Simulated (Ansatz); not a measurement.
# ZrNbN2 and its elements: a formation energy from the elements

Run with Ansatz's Python interface.

The script, `zrnbn2_formation.py`:
```python
'''Is ZrNbN2 bound against its elements, after relaxing cells and atoms.'''

from collections import Counter
import warnings

import ansatz as az
from ase import Atoms
import numpy as np

GASES = {'N2'}


def compute(name, crystal):
    calc = (
        crystal.calculation()
        .scf(self_checks='low')
        .functional('r2scan')
        .accuracy('low')
        .basis(550)
        .kpoints(spacing=0.26)  # sampling of the Brillouin zone
        .occupations('cold', width=0.02)  # smearing steadies the SCF of a metal
        .stress()
    )
    if name in GASES:
        return calc.kpoints(1, 1, 1).relax(force_tolerance=0.02).run(threads=1)
    calc = calc.relax(force_tolerance=0.02, cell=True)
    return calc.run(threads=1)


def counts(outcome):
    return Counter(site.symbol for site in outcome.lattice.sites)

def formation_energy(outcome, mu):
    n = counts(outcome)
    return (outcome.report['energy_sigma0_ev'] - sum(k * mu[element] for element, k in n.items())) / sum(n.values())


def volume_per_atom(outcome):
    return abs(np.linalg.det(outcome.lattice.cell_ang)) / len(outcome.lattice.sites)

warnings.simplefilter('ignore', az.DeckWarning)

phases = {}
atoms = Atoms(
    ['Zr', 'Nb', 'N', 'N'],
    scaled_positions=[
        [0.5, 0.5, 0.5],
        [0.0, 0.0, 0.0],
        [0.749217, 0.749217, 0.749217],
        [0.250783, 0.250783, 0.250783],
    ],
    cell=[
        [1.611601, 0.930458, 5.172703],
        [-1.611601, 0.930458, 5.172703],
        [0.0, -1.860917, 5.172703],
    ],
    pbc=True,
)
zrnbn2 = az.Crystal.from_ase(atoms)
phases['ZrNbN2'] = zrnbn2
atoms = Atoms(
    ['Zr', 'Zr'],
    scaled_positions=[
        [1 / 3, 2 / 3, 0.25],
        [2 / 3, 1 / 3, 0.75],
    ],
    cell=[
        [3.232, 0.0, 0.0],
        [-1.616, 2.798994, 0.0],
        [0.0, 0.0, 5.147],
    ],
    pbc=True,
)
zr = az.Crystal.from_ase(atoms)
phases['Zr'] = zr
nb = (
    az.Lattice.of([-1.66395, 1.66395, 1.66395], [1.66395, -1.66395, 1.66395], [1.66395, 1.66395, -1.66395])
    .atom('Nb', [0.0, 0.0, 0.0])
)
phases['Nb'] = nb
n2 = (
    az.Lattice.of([9.0, 0.0, 0.0], [0.0, 9.5, 0.0], [0.0, 0.0, 10.0])
    .atom('N', [0.5, 0.5, 0.4445])
    .atom('N', [0.5, 0.5, 0.5555])
)
phases['N2'] = n2

done = {name: compute(name, crystal) for name, crystal in phases.items()}

# energy of one atom in its reference phase
references = {'Zr': 'Zr', 'Nb': 'Nb', 'N': 'N2'}
mu = {element: done[name].report['energy_sigma0_ev'] / len(done[name].lattice.sites) for element, name in references.items()}

target = done['ZrNbN2']
heat = formation_energy(target, mu)
n = counts(target)
print('cell content:', dict(n), ' volume', round(volume_per_atom(target), 3), 'A^3/atom')
print('formation energy', round(heat, 4), 'eV/atom,', round(heat * sum(n.values()), 4), 'eV per cell')
print('bound against the elements' if heat < 0 else 'unbound against the elements')
# gas references are bare DFT energies, without zero-point or fitted corrections
```

```console
$ python zrnbn2_formation.py
cell content: {<Element.ZR: 'Zr'>: 1, <Element.NB: 'Nb'>: 1, <Element.N: 'N'>: 2}  volume 11.357 A^3/atom
formation energy -1.537 eV/atom, -6.148 eV per cell
bound against the elements
```

These settings explore the input space; cutoff and mesh may be short of convergence. Spin is left out of this run. For the metals among these phases the mesh is modest: differences between phases can be off by up to 40 meV an atom. The program warned that this SCF threshold is loose for forces or stresses. The cells come from databases of deposited and of computed structures, and not all need be stable phases. The compound is the structure given, not necessarily its lowest; energies are at zero temperature, with no correction for gases. A semilocal functional's error on such energies is often 0.05 to 0.1 eV an atom, and 0.1 to 0.3 eV against gases such as O2 or F2. The script silences the warnings on its input, which a real study should read. Timing: 41 s on 1 thread of AMD EPYC 9R45 96-Core Processor (Zen 5) (shared host), peak memory 1.6 GiB.
